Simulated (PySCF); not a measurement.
**The bond of SrF+, level by level**

Aim: find the lowest electronic state of SrF+, scan its bond at several levels of theory, and get bond length, wavenumber and dissociation energy from each curve.

Method: Sr def2-SVP with ECP28, F def2-SVP, scalar-relativistic core potentials; program: PySCF 2.14.0.

## 1. Set-up

The job is set up so:

```
atoms                         : Sr, F
charge                        : 1
basis                         : Sr def2-SVP with ECP28, F def2-SVP
Hamiltonian                   : scalar-relativistic core potentials
basis functions               : 37
electrons treated             : 18
masses in u                   : 87.9056, 18.9984
levels                        : PBE0, PBE, r²SCAN, B3LYP, M06-L, r²SCANh, LC-ωPBE, HF, MP2, SCS-MP2, CCSD, CCSD(T)
grid                          : 80 radial by 434 angular points
occupations                   : held fixed by the projection of orbital angular momentum
dissociation limit            : Sr+ + F, each in its ground configuration
starting distance in angstrom : 2.425
values of 2S to try           : 0, 2
```

On the command line:

```
> OMP_NUM_THREADS=1 python dia.py task.json out
```

After this run come: First curve: PBE0; Excited determinants; PBE; r²SCAN (meta-GGA); B3LYP (global hybrid GGA); M06-L (meta-GGA); r²SCANh (hybrid meta-GGA); LC-ωPBE (range-separated hybrid); RHF; MP2 and coupled cluster.

**Question.** What will these runs give? Wanted: for each run, Re; ωe; De; μ.

**Answer**, as computed:

Lowest PBE0 solution found, without spin–orbit coupling: ¹Σ⁺ (singlet), closed shell. The other levels ran on it alone.

```csv
level,Re (Å),ωe (cm⁻¹),De (eV),μ (D)
RHF,2.057,595,3.57,-8.75
RHF-MP2,2.053,594,5.34,n/a
RHF-SCS-MP2,2.056,592,5.20,n/a
RHF-CCSD,2.056,593,4.96,n/a
RHF-CCSD(T),2.057,592,5.03,n/a
PBE,2.037,590,5.98,-6.99
r²SCAN,2.037,599,5.79,-7.42
M06-L,2.044,596,6.21,-7.62
r²SCANh,2.035,602,5.64,-7.56
B3LYP,2.038,597,5.57,-7.42
PBE0,2.031,604,5.55,-7.50
LC-ωPBE,2.035,603,5.82,-7.80
```

De is counted to Sr+ + F in their ground configurations. A positive dipole points from Sr to F; in an ion it is taken about the centre of mass and does not tell which atom is negative.

Differences from CCSD(T) in the same basis:

```csv
level,Re (mÅ),ωe (%)
RHF,+1,+0.5
RHF-MP2,-3,+0.3
RHF-SCS-MP2,-1,+0.1
RHF-CCSD,0,+0.3
PBE,-19,-0.3
r²SCAN,-19,+1.2
M06-L,-13,+0.6
r²SCANh,-21,+1.8
B3LYP,-19,+0.9
PBE0,-26,+2.0
LC-ωPBE,-22,+2.0
```

What this shows: Judged by CCSD(T) in the same basis: best bond length RHF-CCSD (0 mÅ), worst PBE0 (-26 mÅ); best wavenumber RHF-SCS-MP2 (+0.1 %), worst PBE0 and LC-ωPBE (+2.0 %). CCSD(T) in a basis this small is itself some way from its limit, more so than the functionals. Of the levels with a De here, RHF gives the least (3.57 eV) and M06-L the most (6.21 eV).

Correlated steps freeze 1 core orbital. Spin–orbit coupling is left out.
